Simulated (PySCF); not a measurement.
# F6Re (ReF6): the cost of one run

Computed with PySCF 2.14.0 and routines of our own; the level stands in each step. Atoms count from 0.

## 1. The starting structure

7 atoms, charge 0, states of the metal's open shell are computed; geometry from: model start, shaken.

## 2. Relaxing the molecule at PBE0-D3(BJ)/def2-TZVP

Job settings and geometry (Å):

```
{"job": {"xc": "PBE0", "basis": "def2-TZVP", "d3": "d3bj", "grid": 1, "maxiter": 45, "kind": "geom"}, "charge": 0, "metal": "Re", "open_shell": "d1"}
Re     0.000020     0.004480    -0.004110
F     -0.013360    -0.006820     1.835130
F      0.000900     0.020100    -1.857380
F      1.840690     0.007350     0.005350
F     -1.848420    -0.013960    -0.000440
F      0.010430     1.829840    -0.006860
F     -0.028520    -1.869340    -0.027630
```

The run is started by

```
> OMP_NUM_THREADS=1 python lf_run.py task.json out
```

The driver reads the jobs from task.json and runs them one after another.

**Question.** How long does this first job take on 1 thread of Intel Xeon Platinum 8488C, shared host, and how much memory does it need?

About 7.1 min, with a peak of 0.93 GiB.
